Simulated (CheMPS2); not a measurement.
# GeH2 (SMILES [GeH2]) at DMRG/STO-6G

What is the energy change on altering one bond length of GeH2 at DMRG/STO-6G? 

Program for the calculation: CheMPS2 1.8.12.

2 further runs of the same task are left out: 1 that didn't finish, 1 set aside as unsound or not needed.

## (1) The structure to begin with

GeH2: 3 atoms, total charge 0, spin state singlet. SMILES: `[GeH2]`. The shape is that of a PBE0-D4/def2-TZVP optimisation.

Bond lengths: Ge1–H2 1.595 Å, Ge1–H3 1.594 Å. Angles: H2–Ge1–H3 90.6°.

## (2) The energy at DMRG/STO-6G

The input, prepare.py:

```python
import numpy as np
from pyscf import ao2mo, cc, dft, gto, lo, mcscf, mp, scf
from pyscf.tools import fcidump

geom = """
Ge    -1.07733286     0.76552805    -0.49832078
H      1.47965556     1.40520035     0.96187060
H     -0.40232269    -2.17072840    -0.46354982
"""
mol = gto.M(
    atom=geom,
    basis="sto-6g",
    unit="bohr",
    charge=0,
    verbose=3,
)
print("nao                            = %d" % (mol.nao))
mf = scf.RHF(mol)
mf.conv_tol = 1e-10
mf.max_cycle = 200
mf.kernel()
if not mf.converged:
    mf = mf.newton().run(mf.mo_coeff, mf.mo_occ)
print(f"E(HF)                          = {mf.e_tot:.10f}")
# single-reference ladder for comparison
ref = mf
pt = mp.MP2(ref, frozen=9).run()
mycc = cc.CCSD(ref, frozen=9)
mycc.max_cycle = 150
mycc.kernel()
print(f"MP2 total energy               = {pt.e_tot:.10f}")
if mycc.converged:
    print("E(CCSD)                        = %.10f" % (mycc.e_tot))
    print("E(CCSD(T))                     = %.10f" % (mycc.e_tot + mycc.ccsd_t()))
    print("T1 diagnostic                  = %.4f" % (mycc.get_t1_diagnostic()))
# a few density functionals on the same geometry and basis
ks = dft.RKS(mol, xc="tpssh").set(conv_tol=1e-9, verbose=3).run()
if ks.converged:
    print(f"E(TPSSh)                       = {ks.e_tot:.8f}")
ks = dft.RKS(mol, xc="m06l").set(conv_tol=1e-9, verbose=3).run()
if ks.converged:
    print(f"E(M06-L)                       = {ks.e_tot:.8f}")
ks = dft.RKS(mol, xc="tpss").set(conv_tol=1e-9, verbose=3).run()
if ks.converged:
    print(f"E(TPSS)                        = {ks.e_tot:.8f}")
# localise doubly occupied and virtual orbitals apart
mo = mf.mo_coeff.copy()
for a, b in ((9, 17), (17, 20)):
    if b - a > 1:
        mo[:, a:b] = lo.Boys(mol, mo[:, a:b]).kernel()
mf.mo_coeff = mo
# write the integrals of the correlated orbitals
cas = mcscf.CASCI(mf, 11, 16)
h1, ecore = cas.get_h1eff()
fcidump.from_integrals("FCIDUMP", h1, cas.get_h2eff(), 11, 16, nuc=ecore, ms=0)
# exact diagonalisation in the same space
ci = mcscf.CASCI(mf, 11, (8, 8))
ci.fix_spin_(ss=0)
ci.fcisolver.conv_tol = 1e-10
ci.fcisolver.max_cycle = 200
ci.kernel()
print("E(FCI)                         = %.10f" % (ci.e_tot))
```

The input, chemps2.input:

```
FCIDUMP = FCIDUMP
GROUP = 0
MULTIPLICITY = 1
NELECTRONS = 16
IRREP = 0
EXCITATION = 0
SWEEP_STATES = 12, 25, 50, 100, 100
SWEEP_ENERGY_CONV = 1e-04, 1e-04, 1e-04, 1e-04, 1e-06
SWEEP_MAX_SWEEPS = 4, 4, 2, 2, 6
SWEEP_NOISE_PREFAC = 0.5, 0.05, 0.05, 0.005, 0.0
SWEEP_DVDSON_RTOL = 1e-04, 1e-04, 1e-04, 1e-04, 1e-05
NOCC = 0
NACT = 11
NVIR = 0
MOLCAS_FIEDLER = FALSE
PRINT_CORR = TRUE
TMP_FOLDER = .
```

The run is started by

```bash
python prepare.py && chemps2 --file=chemps2.input
```

The log of the run:

```text
$ python prepare.py
nao                            = 20
converged SCF energy = -2065.34710397917
E(HF)                          = -2065.3471039792
E(RMP2) = -2065.38049606835  E_corr = -0.0333920891839087
E(SCS-RMP2) = -2065.38700453651  E_corr = -0.0399005573411628
E(CCSD) = -2065.400109315419  E_corr = -0.05300533625401044
MP2 total energy               = -2065.3804960683
E(CCSD)                        = -2065.4001093154
CCSD(T) correction = -0.000158933596583597
E(CCSD(T))                     = -2065.4002682490
T1 diagnostic                  = 0.0057
converged SCF energy = -2066.74735788077
E(TPSSh)                       = -2066.74735788
converged SCF energy = -2066.86923310463
E(M06-L)                       = -2066.86923310
SCF not converged.
SCF energy = -2065.12648173449
CASCI E = -2065.40040262788  E(CI) = -101.770542558661  S^2 = 0.0000000
E(FCI)                         = -2065.4004026279

$ chemps2 --file=chemps2.input

Running chemps2 version 1.8.12 () with the following options:

   FCIDUMP            = FCIDUMP
   GROUP              = c1
   MULTIPLICITY       = 1
   NELECTRONS         = 16
   IRREP              = A
   EXCITATION         = 0
   SWEEP_STATES       = [ 12 ; 25 ; 50 ; 100 ; 100 ]
   SWEEP_ENERGY_CONV  = [ 0.0001 ; 0.0001 ; 0.0001 ; 0.0001 ; 1e-06 ]
   SWEEP_MAX_SWEEPS   = [ 4 ; 4 ; 2 ; 2 ; 6 ]
   SWEEP_NOISE_PREFAC = [ 0.5 ; 0.05 ; 0.05 ; 0.005 ; 0 ]
   SWEEP_DVDSON_RTOL  = [ 0.0001 ; 0.0001 ; 0.0001 ; 0.0001 ; 1e-05 ]
   NOCC               = [ 0 ]
   NACT               = [ 11 ]
   NVIR               = [ 0 ]
   MOLCAS_2RDM        =
   MOLCAS_3RDM        =
   MOLCAS_F4RDM       =
   MOLCAS_FOCK        =
   MOLCAS_FIEDLER     = FALSE
   MOLCAS_MPS         = FALSE
   MOLCAS_STATE_AVG   = FALSE
   PRINT_CORR         = TRUE
   TMP_FOLDER         = .

CheMPS2::Hamiltonian : Reading FCIDUMP file FCIDUMP
CheMPS2::Hamiltonian : Finished reading FCIDUMP file FCIDUMP

[... 24 lines left out ...]
***     Maximum discarded weight = 0
[... 30 lines left out ...]
***     Minimum energy           = -2065.40002305877
[... 7 lines left out ...]
***     Maximum discarded weight = 7.45652017856948e-05
[... 13 lines left out ...]
***     Minimum energy           = -2065.40015161201
[... 14 lines left out ...]
***     Minimum energy           = -2065.4002254019
[... 7 lines left out ...]
***     Maximum discarded weight = 3.27332632743753e-06
[... 13 lines left out ...]
***     Minimum energy           = -2065.40030985332
[... 14 lines left out ...]
***     Minimum energy           = -2065.40038358302
[... 7 lines left out ...]
***     Maximum discarded weight = 4.52642159262711e-07
[... 13 lines left out ...]
***     Minimum energy           = -2065.40040031706
[... 14 lines left out ...]
***     Minimum energy           = -2065.40040262347
[... 7 lines left out ...]
***     Maximum discarded weight = 2.60061183355465e-10
[... 14 lines left out ...]
***     Maximum discarded weight = 2.54562928230444e-10
[... 14 lines left out ...]
***     Maximum discarded weight during the last sweep     = 2.54944039765624e-10
[... 57 lines left out ...]
--------------------------------------------------------
Density correlation function = < n_i n_j > - < n_i > * < n_j >
Hamiltonian index order is used!

   Columns 1 to 8

    0.000518    0.000024    0.000015    0.000019    0.000019    0.000071    0.000071    0.000144
    0.000024    0.000147    0.000005    0.000013    0.000011    0.000001    0.000008    0.000002
    0.000015    0.000005    0.000134    0.000012    0.000014    0.000009    0.000003    0.000001
[... 7 lines of this table left out ...]
   -0.000175   -0.000061   -0.000023   -0.000233   -0.000149   -0.001598   -0.054523   -0.012790

   Columns 9 to 11

   -0.000529   -0.000175   -0.000175
   -0.000122   -0.000028   -0.000061
   -0.000114   -0.000056   -0.000023
[... 7 lines of this table left out ...]
    0.000016    0.001672    0.067866

--------------------------------------------------------
Singlet diradical correlation function = < d_i,up d_j,down > + < d_i,down d_j,up > - < d_i,up > * < d_j,down > - < d_i,down > * < d_j,up >
Hamiltonian index order is used!

   Columns 1 to 8

   -0.000000    0.000009    0.000009    0.000017    0.000017    0.000058    0.000058    0.000165
    0.000009   -0.000000    0.000003    0.000008    0.000010    0.000001    0.000005    0.000007
    0.000009    0.000003   -0.000000    0.000009    0.000006    0.000005    0.000001    0.000005
[... 7 lines of this table left out ...]
    0.000057    0.000037    0.000009    0.000107    0.000056    0.000390    0.000432    0.000388

   Columns 9 to 11

    0.000034    0.000057    0.000057
    0.000045    0.000010    0.000037
    0.000041    0.000035    0.000009
[... 7 lines of this table left out ...]
    0.000035    0.001615   -0.000003

--------------------------------------------------------
Two-orbital mutual information = 0.5 * ( s1(i) + s1(j) - s2(i,j) ) * ( 1 - delta(i,j) )
Hamiltonian index order is used!

   Columns 1 to 8

    0           0.000090    0.000055    0.000104    0.000087    0.000245    0.000221    0.001106
    0.000090    0           0.000026    0.000041    0.000039    0.000007    0.000026    0.000088
    0.000055    0.000026    0           0.000038    0.000043    0.000026    0.000007    0.000070
[... 7 lines of this table left out ...]
    0.000242    0.000154    0.000042    0.000543    0.000275    0.001649    0.070093    0.012596

   Columns 9 to 11

    0.000559    0.000239    0.000242
    0.000412    0.000051    0.000154
    0.000380    0.000144    0.000042
[... 7 lines of this table left out ...]
    0.001178    0.006332    0

--------------------------------------------------------
```

It took 11 s on 1 thread of Arm Neoverse V2, shared host; peak memory 0.17 GiB.

## (3) The distorted shape: the energy at DMRG/STO-6G

The input, integrals.py:

```python
from pyscf import ao2mo, cc, dft, gto, mcscf, mp, scf
from pyscf.tools import fcidump

mol = gto.M(atom="""
Ge    -1.17858439     1.20596463    -0.50353642
H      1.37840403     1.84563692     0.95665495
H     -0.40232269    -2.17072840    -0.46354982
""", basis="sto-6g", unit="bohr", verbose=3, max_memory=2000)
print("nao                      = %d" % (mol.nao))
mf = scf.RHF(mol)
mf.conv_tol = 1e-10
mf.max_cycle = 200
mf.kernel()
if not mf.converged:
    mf = mf.newton().run(mf.mo_coeff, mf.mo_occ)
print(f"reference energy         = {mf.e_tot:.10f}")
# MP2, CCSD and CCSD(T) with the same frozen core
ref = mf
pt = mp.MP2(ref, frozen=9).run()
mycc = cc.CCSD(ref, frozen=9)
mycc.max_cycle = 150
mycc.kernel()
print("E(MP2)                   = %.10f" % (pt.e_tot))
if mycc.converged:
    print("CCSD total energy        = %.10f" % (mycc.e_tot))
    print(f"E(CCSD(T))               = {mycc.e_tot + mycc.ccsd_t():.10f}")
    print(f"T1                       = {mycc.get_t1_diagnostic():.4f}")
# a few density functionals on the same geometry and basis
ks = dft.RKS(mol, xc="tpssh").set(conv_tol=1e-9, verbose=3).run()
if ks.converged:
    print("E(TPSSh)                 = %.8f" % (ks.e_tot))
ks = dft.RKS(mol, xc="m06l").set(conv_tol=1e-9, verbose=3).run()
if ks.converged:
    print("E(M06-L)                 = %.8f" % (ks.e_tot))
ks = dft.RKS(mol, xc="tpss").set(conv_tol=1e-9, verbose=3).run()
if ks.converged:
    print(f"E(TPSS)                  = {ks.e_tot:.8f}")
# CCSD natural orbitals
occ_no, mo = mcscf.addons.make_natural_orbitals(cc.CCSD(mf, frozen=9).run())
mf.mo_coeff = mo
# FCIDUMP for the DMRG program
cas = mcscf.CASCI(mf, 11, 16)
h1, ecore = cas.get_h1eff()
fcidump.from_integrals("FCIDUMP", h1, cas.get_h2eff(), 11, 16, nuc=ecore, ms=0)
# exact diagonalisation in the same space
ci = mcscf.CASCI(mf, 11, (8, 8))
ci.fix_spin_(ss=0)
ci.fcisolver.conv_tol = 1e-10
ci.fcisolver.max_cycle = 200
ci.kernel()
print(f"exact diagonalisation    = {ci.e_tot:.10f}")
```

The input, dmrg.input:

```
FCIDUMP = FCIDUMP
GROUP = 0
MULTIPLICITY = 1
NELECTRONS = 16
IRREP = 0
EXCITATION = 0
SWEEP_STATES = 12, 25, 50, 100, 100
SWEEP_ENERGY_CONV = 1e-04, 1e-04, 1e-04, 1e-04, 1e-06
SWEEP_MAX_SWEEPS = 3, 2, 3, 3, 6
SWEEP_NOISE_PREFAC = 0.5, 0.05, 0.05, 0.005, 0.0
SWEEP_DVDSON_RTOL = 3e-05, 3e-05, 3e-05, 3e-05, 3e-06
NOCC = 0
NACT = 11
NVIR = 0
MOLCAS_FIEDLER = FALSE
PRINT_CORR = TRUE
TMP_FOLDER = .
```

The run is started by

```bash
python integrals.py && chemps2 --file=dmrg.input
```

The log of the run:

```text
$ python integrals.py
nao                      = 20
converged SCF energy = -2065.31538794869
reference energy         = -2065.3153879487
E(RMP2) = -2065.35343666447  E_corr = -0.0380487157786325
E(SCS-RMP2) = -2065.36085758104  E_corr = -0.045469632345599
E(CCSD) = -2065.377139286511  E_corr = -0.06175133781941253
E(MP2)                   = -2065.3534366645
CCSD total energy        = -2065.3771392865
CCSD(T) correction = -0.000166960659663533
E(CCSD(T))               = -2065.3773062472
T1                       = 0.0072
converged SCF energy = -2066.71821923634
E(TPSSh)                 = -2066.71821924
converged SCF energy = -2066.84123342815
E(M06-L)                 = -2066.84123343
SCF not converged.
SCF energy = -2065.15566227644
E(CCSD) = -2065.377139286511  E_corr = -0.06175133781941253
CASCI E = -2065.37744352644  E(CI) = -101.121671298498  S^2 = 0.0000000
exact diagonalisation    = -2065.3774435264

$ chemps2 --file=dmrg.input

Running chemps2 version 1.8.12 () with the following options:

   FCIDUMP            = FCIDUMP
   GROUP              = c1
   MULTIPLICITY       = 1
   NELECTRONS         = 16
   IRREP              = A
   EXCITATION         = 0
   SWEEP_STATES       = [ 12 ; 25 ; 50 ; 100 ; 100 ]
   SWEEP_ENERGY_CONV  = [ 0.0001 ; 0.0001 ; 0.0001 ; 0.0001 ; 1e-06 ]
   SWEEP_MAX_SWEEPS   = [ 3 ; 2 ; 3 ; 3 ; 6 ]
   SWEEP_NOISE_PREFAC = [ 0.5 ; 0.05 ; 0.05 ; 0.005 ; 0 ]
   SWEEP_DVDSON_RTOL  = [ 3e-05 ; 3e-05 ; 3e-05 ; 3e-05 ; 3e-06 ]
   NOCC               = [ 0 ]
   NACT               = [ 11 ]
   NVIR               = [ 0 ]
   MOLCAS_2RDM        =
   MOLCAS_3RDM        =
   MOLCAS_F4RDM       =
   MOLCAS_FOCK        =
   MOLCAS_FIEDLER     = FALSE
   MOLCAS_MPS         = FALSE
   MOLCAS_STATE_AVG   = FALSE
   PRINT_CORR         = TRUE
   TMP_FOLDER         = .

CheMPS2::Hamiltonian : Reading FCIDUMP file FCIDUMP
CheMPS2::Hamiltonian : Finished reading FCIDUMP file FCIDUMP

[... 23 lines left out ...]
***     Minimum energy           = -2065.37478781155
[... 24 lines left out ...]
***     Maximum discarded weight = 6.09823168186356e-05
[... 13 lines left out ...]
***     Minimum energy           = -2065.37718308181
[... 8 lines left out ...]
***     Maximum discarded weight = 2.77856449430618e-05
[... 14 lines left out ...]
***     Maximum discarded weight during the last sweep     = 2.88014311234593e-05
[... 12 lines left out ...]
***     Minimum energy           = -2065.3772722918
[... 8 lines left out ...]
***     Maximum discarded weight = 3.30485311890176e-06
[... 14 lines left out ...]
***     Maximum discarded weight during the last sweep     = 5.84946997194393e-06
[... 12 lines left out ...]
***     Minimum energy           = -2065.37744231173
[... 14 lines left out ...]
***     Minimum energy           = -2065.37744351506
[... 7 lines left out ...]
***     Maximum discarded weight = 1.71654070450174e-10
[... 14 lines left out ...]
***     Maximum discarded weight = 1.73590826734137e-10
[... 14 lines left out ...]
***     Maximum discarded weight during the last sweep     = 1.72862729270747e-10
[... 57 lines left out ...]
--------------------------------------------------------
Density correlation function = < n_i n_j > - < n_i > * < n_j >
Hamiltonian index order is used!

   Columns 1 to 8

    0.000073    0.000013    0.000014    0.000009    0.000010    0.000002    0.000001   -0.000000
    0.000013    0.000135    0.000004    0.000014    0.000016    0.000007    0.000004    0.000001
    0.000014    0.000004    0.000158    0.000023    0.000015    0.000005    0.000005    0.000002
[... 7 lines of this table left out ...]
   -0.000045   -0.000047   -0.000034   -0.000056   -0.000211   -0.035332   -0.027265   -0.005165

   Columns 9 to 11

   -0.000050   -0.000028   -0.000045
   -0.000033   -0.000115   -0.000047
   -0.000063   -0.000130   -0.000034
[... 7 lines of this table left out ...]
    0.003284   -0.000019    0.064891

--------------------------------------------------------
Singlet diradical correlation function = < d_i,up d_j,down > + < d_i,down d_j,up > - < d_i,up > * < d_j,down > - < d_i,down > * < d_j,up >
Hamiltonian index order is used!

   Columns 1 to 8

   -0.000000    0.000008    0.000011    0.000005    0.000005    0.000002    0.000002    0.000002
    0.000008   -0.000000    0.000002    0.000008    0.000009    0.000005    0.000003    0.000003
    0.000011    0.000002   -0.000000    0.000009    0.000009    0.000004    0.000005    0.000005
[... 7 lines of this table left out ...]
    0.000028    0.000027    0.000016    0.000028    0.000087    0.000741    0.001110    0.001192

   Columns 9 to 11

    0.000027    0.000010    0.000028
    0.000016    0.000042    0.000027
    0.000033    0.000050    0.000016
[... 7 lines of this table left out ...]
    0.003235    0.000033   -0.000006

--------------------------------------------------------
Two-orbital mutual information = 0.5 * ( s1(i) + s1(j) - s2(i,j) ) * ( 1 - delta(i,j) )
Hamiltonian index order is used!

   Columns 1 to 8

    0           0.000048    0.000057    0.000029    0.000037    0.000011    0.000013    0.000009
    0.000048    0           0.000020    0.000056    0.000055    0.000030    0.000030    0.000029
    0.000057    0.000020    0           0.000095    0.000055    0.000024    0.000051    0.000052
[... 7 lines of this table left out ...]
    0.000109    0.000102    0.000059    0.000113    0.000445    0.041585    0.025859    0.004586

   Columns 9 to 11

    0.000114    0.000108    0.000109
    0.000059    0.000383    0.000102
    0.000136    0.000443    0.000059
[... 7 lines of this table left out ...]
    0.014625    0.000917    0

--------------------------------------------------------
```

Run time: 11 s. Hardware: 1 thread of Arm Neoverse V2, shared host; peak memory 0.17 GiB.

## (4) What came out

Level: DMRG/STO-6G, 9 core orbitals frozen.

| quantity | value |
| --- | --- |
| run 1, DMRG/STO-6G: total energy | -2065.40040 Eh |
| run 1, DMRG/STO-6G: T1 diagnostic of the CCSD step | 0.006 |
| distorted shape: total energy | -2065.37744 Eh |
| distorted shape: T1 diagnostic of the CCSD step | 0.007 |
| energy change with the Ge1–H3 bond stretched from 1.594 to 1.834 Å | 0.625 eV |

What this shows: With the Ge1–H3 bond stretched from 1.594 to 1.834 Å the energy rises by 0.62 eV (14.4 kcal/mol). The first shape isn't relaxed at this level, so the change isn't measured from a minimum. The minimal basis adds a large error of its own.
